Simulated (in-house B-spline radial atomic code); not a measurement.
# Ir⁴⁷⁺: RPA and G0W0 on different mean-field starts

G0W0 and RPA are one-shot methods. How much does the choice of start matter for Ir⁴⁷⁺?

Method: RPA, second order, AC-SOSEX and G0W0 (contour deformation) on a scalar-relativistic mean field, all electrons; no spin-orbit coupling, Breit or QED terms, no two-electron picture change. Code: an in-house B-spline radial atomic code, version 1.

## 1. The atom as given

```
element               : iridium (Z = 77)
charge                : +47
electrons             : 30
configuration         : [Ar] 3d10 4s2
next ion, run as well : [Ar] 3d10 4s1
Hamiltonian           : scalar-relativistic (spin-free one-electron X2C), finite nucleus
starts                : Hartree-Fock, PBE, r2SCAN0, SCAN, LDA (VWN5)
```

The outer shells:

Ir47+
```
[Ar] core
3d [↑↓][↑↓][↑↓][↑↓][↑↓]
4s [↑↓]
```

## 2. The run with the Hartree-Fock start

Settings, as recorded:

```ini
Z = 77
electrons = 30.0
configuration = [Ar] 3d10 4s2
hamiltonian = x2c
method = hf
lmax = 9
rms_radius = 5.4032
spin_polarised = False
box_radius = 2.19
intervals = 60
```

Started as:

```
python run_gw.py task.json out
```

The settings of every run stand in task.json; they run in order.

From the run's result record (rounded, not every field):

```text
status: converged
energies [hartree]:
  mean_field: -16260.78196
  exx_total: -16260.78196
  exchange: -257.8796529
  rpa: -2.5651784
  rpa_summed: -2.5304874
  direct_second_order: -2.6721151
  second_order_exchange: 0.7837193
  sosex: 0.76406879
rpa_by_multipole [hartree]: [-0.554688, -1.00957, -0.411261, -0.265082, -0.134787, -0.0789895, -0.0394518, -0.0220822, -0.00987833, -0.00377407, -0.000804057, -0.000123472]
polarisability [bohr^3: independent particles, RPA]: [0.0231171, 0.0181764]
gap [hartree]: 8.891702
levels [hartree]:
  - {"name": "4s", "occ": 1, "e": -97.71888, "sx": -3.737131, "vxc": -3.737131, "sc": -0.1554405, "z": 0.9948097, "qp": -97.87519, "tail": -0.00087284}
  - {"name": "3d", "occ": 1, "e": -162.4312, "sx": -9.973438, "vxc": -9.973438, "sc": 0.1103005, "z": 0.9963015, "qp": -162.3241, "tail": -0.003201619}
  - {"name": "3p", "occ": 1, "e": -183.549, "sx": -10.83284, "vxc": -10.83284, "sc": 0.1866843, "z": 0.9903739, "qp": -183.365, "tail": -0.002685534}
  - {"name": "3s", "occ": 1, "e": -202.7736, "sx": -11.99533, "vxc": -11.99533, "sc": 0.1794181, "z": 0.9589091, "qp": -202.5966, "tail": -0.002423149}
  - {"name": "4p", "occ": 0, "e": -88.82717, "sx": -1.694623, "vxc": -1.694623, "sc": -0.1030959, "z": 0.9943676, "qp": -88.93121, "tail": -0.0009386464}
ion_energies [hartree]:
  mean_field: -16163.07383
  exx_total: -16163.07383
  exchange: -255.5432015
  rpa: -2.4200335
  rpa_summed: -2.3861224
  direct_second_order: -2.5062883
  second_order_exchange: 0.74446467
  sosex: 0.72982609
```

It took 5.7 s on 1 thread, shared host.

In the record, exx_total is the Hartree-Fock functional on the start's orbitals, rpa_summed the RPA energy up to lmax and rpa the same with the tail beyond it, gap the smallest same-spin excitation energy of the start. For a level, e is the start's value, sx and sc the exchange and correlation self-energies, vxc the start's own term, z the quasi-particle weight, and qp = e + sx − vxc + sc + tail. Deeper levels of weight under 0.85 meet poles of the self-energy and are not shown.

The 4s level moves from -2659.07 to -2663.32 eV (weight 0.99).

The largest part of the RPA energy comes from multipole 1 (40 % of the sum).

## 3. The run with the PBE start

Changes to the settings of step 2:

```diff
@@ -4,3 +4,3 @@
 hamiltonian = x2c
-method = hf
+method = pbe,pbe
 lmax = 9
```

From the record:

```text
status: converged
energies [hartree]:
  mean_field: -16263.07663
  exx_total: -16260.75983
  exchange: -257.825043
  rpa: -2.6504639
  rpa_summed: -2.6155834
  direct_second_order: -2.7727871
  second_order_exchange: 0.81522976
  sosex: 0.79124419
rpa_by_multipole [hartree]: [-0.57343, -1.05423, -0.422692, -0.271092, -0.137185, -0.0801749, -0.0398591, -0.0222503, -0.00993998, -0.00379554, -0.000807499, -0.000123955]
polarisability [bohr^3: independent particles, RPA]: [0.0286442, 0.0214169]
gap [hartree]: 7.001755
levels [hartree]:
  - {"name": "4s", "occ": 1, "e": -96.97734, "sx": -3.781101, "vxc": -3.036424, "sc": -0.1713639, "z": 0.9931347, "qp": -97.89427, "tail": -0.0008863148}
  - {"name": "3d", "occ": 1, "e": -159.6942, "sx": -9.973885, "vxc": -7.230642, "sc": 0.1299656, "z": 0.9955273, "qp": -162.3107, "tail": -0.003215113}
  - {"name": "3p", "occ": 1, "e": -179.9164, "sx": -10.81688, "vxc": -7.183463, "sc": 0.2454378, "z": 0.9434292, "qp": -183.3069, "tail": -0.002569996}
  - {"name": "3s", "occ": 1, "e": -198.2548, "sx": -11.96307, "vxc": -7.446247, "sc": 0.2819934, "z": 0.9674731, "qp": -202.492, "tail": -0.002465163}
  - {"name": "4p", "occ": 0, "e": -89.97558, "sx": -1.739077, "vxc": -2.895803, "sc": -0.1167049, "z": 0.9922437, "qp": -88.93652, "tail": -0.000961461}
ion_energies [hartree]:
  mean_field: -16165.03145
  exx_total: -16163.05286
  exchange: -255.4833639
  rpa: -2.4864985
  rpa_summed: -2.4524093
  direct_second_order: -2.5807348
  second_order_exchange: 0.76826157
  sosex: 0.75164001
```

Run time: 5.6 s. Hardware: 1 thread, shared host.

The 4s level moves from -2638.89 to -2663.84 eV (weight 0.99).

## 4. The run with the r2SCAN0 start

Changes to the settings of step 3:

```diff
@@ -4,3 +4,3 @@
 hamiltonian = x2c
-method = pbe,pbe
+method = r2scan0
 lmax = 9
```

From the record:

```text
status: converged
energies [hartree]:
  mean_field: -16263.03547
  exx_total: -16260.77498
  exchange: -257.8560731
  rpa: -2.6177586
  rpa_summed: -2.5830683
  direct_second_order: -2.734434
  second_order_exchange: 0.80323106
  sosex: 0.78082663
rpa_by_multipole [hartree]: [-0.566141, -1.03835, -0.418129, -0.268526, -0.136049, -0.0795675, -0.0396, -0.0221191, -0.00988475, -0.00377421, -0.00080349, -0.00012332]
polarisability [bohr^3: independent particles, RPA]: [0.0267885, 0.0203651]
gap [hartree]: 7.545682
levels [hartree]:
  - {"name": "4s", "occ": 1, "e": -97.14761, "sx": -3.761946, "vxc": -3.188602, "sc": -0.1658623, "z": 0.9937346, "qp": -97.88769, "tail": -0.0008755209}
  - {"name": "3d", "occ": 1, "e": -160.5981, "sx": -9.972307, "vxc": -8.133799, "sc": 0.1224415, "z": 0.9958668, "qp": -162.3174, "tail": -0.00319912}
  - {"name": "3p", "occ": 1, "e": -181.2327, "sx": -10.82695, "vxc": -8.507742, "sc": 0.2300439, "z": 0.9555969, "qp": -183.3244, "tail": -0.002589461}
  - {"name": "4p", "occ": 0, "e": -89.60193, "sx": -1.724185, "vxc": -2.502617, "sc": -0.1112315, "z": 0.9930483, "qp": -88.93568, "tail": -0.0009486075}
ion_energies [hartree]:
  mean_field: -16165.22855
  exx_total: -16163.06751
  exchange: -255.5215887
  rpa: -2.4601458
  rpa_summed: -2.4262378
  direct_second_order: -2.5513572
  second_order_exchange: 0.7588933
  sosex: 0.74301548
```

Wall time 5 s (1 thread, shared host).

Highest level 4s: -2643.52 eV in the start, -2663.66 eV after G0W0, weight 0.99.

## 5. The run with the SCAN start

Changes to the settings of step 4:

```diff
@@ -4,3 +4,3 @@
 hamiltonian = x2c
-method = r2scan0
+method = scan,scan
 lmax = 9
```

From the record:

```text
status: converged
energies [hartree]:
  mean_field: -16263.91459
  exx_total: -16260.76827
  exchange: -257.8553278
  rpa: -2.6357643
  rpa_summed: -2.6010935
  direct_second_order: -2.7562185
  second_order_exchange: 0.81030283
  sosex: 0.78674935
rpa_by_multipole [hartree]: [-0.569769, -1.04881, -0.420414, -0.269618, -0.136425, -0.0797245, -0.0396295, -0.0221198, -0.009882, -0.00377235, -0.000802816, -0.00012318]
polarisability [bohr^3: independent particles, RPA]: [0.0282675, 0.021202]
gap [hartree]: 7.107629
levels [hartree]:
  - {"name": "4s", "occ": 1, "e": -96.9752, "sx": -3.768811, "vxc": -3.022588, "sc": -0.1698336, "z": 0.9932935, "qp": -97.89214, "tail": -0.0008764497}
  - {"name": "3d", "occ": 1, "e": -159.9578, "sx": -9.97155, "vxc": -7.492765, "sc": 0.126942, "z": 0.9956793, "qp": -162.3128, "tail": -0.003195964}
  - {"name": "3p", "occ": 1, "e": -180.47, "sx": -10.82523, "vxc": -7.744013, "sc": 0.2271135, "z": 0.9809897, "qp": -183.3268, "tail": -0.002655722}
  - {"name": "3s", "occ": 1, "e": -199.0527, "sx": -11.97774, "vxc": -8.255817, "sc": 0.2660846, "z": 0.9790821, "qp": -202.511, "tail": -0.002469071}
  - {"name": "4p", "occ": 0, "e": -89.86757, "sx": -1.73381, "vxc": -2.781539, "sc": -0.1143201, "z": 0.9925045, "qp": -88.93512, "tail": -0.0009521647}
ion_energies [hartree]:
  mean_field: -16166.07047
  exx_total: -16163.06135
  exchange: -255.5216061
  rpa: -2.4732489
  rpa_summed: -2.4393613
  direct_second_order: -2.5661863
  second_order_exchange: 0.76387864
  sosex: 0.74751952
```

It took 4.8 s on 1 thread, shared host.

The 4s level moves from -2638.83 to -2663.78 eV (weight 0.99).

## 6. The run with the LDA (VWN5) start

Changes to the settings of step 5:

```diff
@@ -4,3 +4,3 @@
 hamiltonian = x2c
-method = scan,scan
+method = lda,vwn
 lmax = 9
```

From the record:

```text
status: converged
energies [hartree]:
  mean_field: -16251.31014
  exx_total: -16260.75093
  exchange: -257.7045283
  rpa: -2.6516559
  rpa_summed: -2.6167871
  direct_second_order: -2.7743166
  second_order_exchange: 0.81559379
  sosex: 0.79151702
rpa_by_multipole [hartree]: [-0.574154, -1.05471, -0.422777, -0.271084, -0.137164, -0.0801473, -0.039846, -0.0222431, -0.00993728, -0.00379471, -0.000807119, -0.000123881]
polarisability [bohr^3: independent particles, RPA]: [0.0287196, 0.021453]
gap [hartree]: 6.975894
levels [hartree]:
  - {"name": "4s", "occ": 1, "e": -96.99457, "sx": -3.785136, "vxc": -3.052875, "sc": -0.1717824, "z": 0.9930876, "qp": -97.89951, "tail": -0.0008875948}
  - {"name": "3d", "occ": 1, "e": -159.6747, "sx": -9.972657, "vxc": -7.195704, "sc": 0.1303935, "z": 0.9955107, "qp": -162.3245, "tail": -0.003213564}
  - {"name": "3p", "occ": 1, "e": -179.8447, "sx": -10.81075, "vxc": -7.093496, "sc": 0.2498618, "z": 0.9204698, "qp": -183.3146, "tail": -0.002502691}
  - {"name": "3s", "occ": 1, "e": -198.0909, "sx": -11.95134, "vxc": -7.260325, "sc": 0.2813337, "z": 0.9669994, "qp": -202.5031, "tail": -0.002451648}
  - {"name": "4p", "occ": 0, "e": -90.01868, "sx": -1.743531, "vxc": -2.940416, "sc": -0.1173016, "z": 0.992182, "qp": -88.94006, "tail": -0.0009636287}
ion_energies [hartree]:
  mean_field: -16153.28977
  exx_total: -16163.04446
  exchange: -255.365295
  rpa: -2.487307
  rpa_summed: -2.4532289
  direct_second_order: -2.5817224
  second_order_exchange: 0.76846672
  sosex: 0.75180389
```

Run time: 5.5 s. Hardware: 1 thread, shared host.

The 4s level moves from -2639.36 to -2663.98 eV (weight 0.99).

## 7. The members side by side

```csv
start,level,mean field (eV),G0W0 (eV),weight,RPA (hartree),RPA+SOSEX (hartree),"α, direct RPA (bohr³)",time,miss (eV)
Hartree-Fock,4s,-2659.07,-2663.32,0.995,-2.56518,-1.80111,0.01818,5.7 s,+7.32
PBE,4s,-2638.89,-2663.84,0.993,-2.65046,-1.85922,0.02142,5.6 s,+7.84
r2SCAN0,4s,-2643.52,-2663.66,0.994,-2.61776,-1.83693,0.02037,5 s,+7.66
SCAN,4s,-2638.83,-2663.78,0.993,-2.63576,-1.84901,0.02120,4.8 s,+7.78
LDA (VWN5),4s,-2639.36,-2663.98,0.993,-2.65166,-1.86014,0.02145,5.5 s,+7.98
```

The miss is the G0W0 removal energy (the level with its sign changed) less the tabulated theoretical ionisation energy, 2656.0 ± 4 eV. Times are single runs on a shared host.

Energy to remove one electron as a difference of total energies (eV), each species on its own start:

```csv
start,mean field,HF functional,RPA,RPA+SOSEX,second order
Hartree-Fock,2658.8,2658.8,2662.7,2661.8,2662.2
PBE,2667.9,2658.7,2663.2,2662.1,2662.7
r2SCAN0,2661.5,2658.8,2663.0,2662.0,2662.5
SCAN,2662.5,2658.7,2663.2,2662.1,2662.6
LDA (VWN5),2667.3,2658.7,2663.2,2662.1,2662.7
```

## 8. What came out

| quantity | value |
| --- | --- |
| highest level, mean field (range over the runs) | -2659.07 to -2638.83 eV |
| highest level, G0W0 (range over the runs) | -2663.98 to -2663.32 eV |
| RPA correlation energy | -2.652 to -2.565 hartree |
| RPA+SOSEX | -1.8601 to -1.8011 hartree |
| tabulated theoretical ionisation energy (4s shell) | 2656.0 ± 4 eV (NIST Atomic Spectra Database, ionization energies) |
| G0W0 removal energy less that value | +7.32 to +7.98 eV |

**Reading.** Across the starts the mean-field level varies by 20.2 eV and the G0W0 level by 0.66 eV (3.3 % as much). Semilocal starts leave the level too high; G0W0 lowers it by 25 eV. The RPA energy is largest in size on LDA (VWN5) and smallest on Hartree-Fock, 3.3 % apart; over the runs it loosely follows the gap of the start, as smaller excitation energies give more correlation. The tabulated theoretical ionisation energy is 2656.0 ± 4 eV. G0W0 is off by about +7.78 eV (+0.29 %) in every run shown, whatever the start. QED terms are left out, and with more than one electron Breit and picture-change terms too; in so highly charged an ion they add to the miss. Read as a removal energy, the bare PBE level is off by -17.1 eV (-0.64 %) and the nearest bare level, Hartree-Fock's, by +3.07 eV. As differences of total energies the mean miss over the starts is 7.6 eV for mean field, 7.1 eV for RPA, 6.0 eV for RPA+SOSEX. The reference's uncertainty exceeds the spread between them.
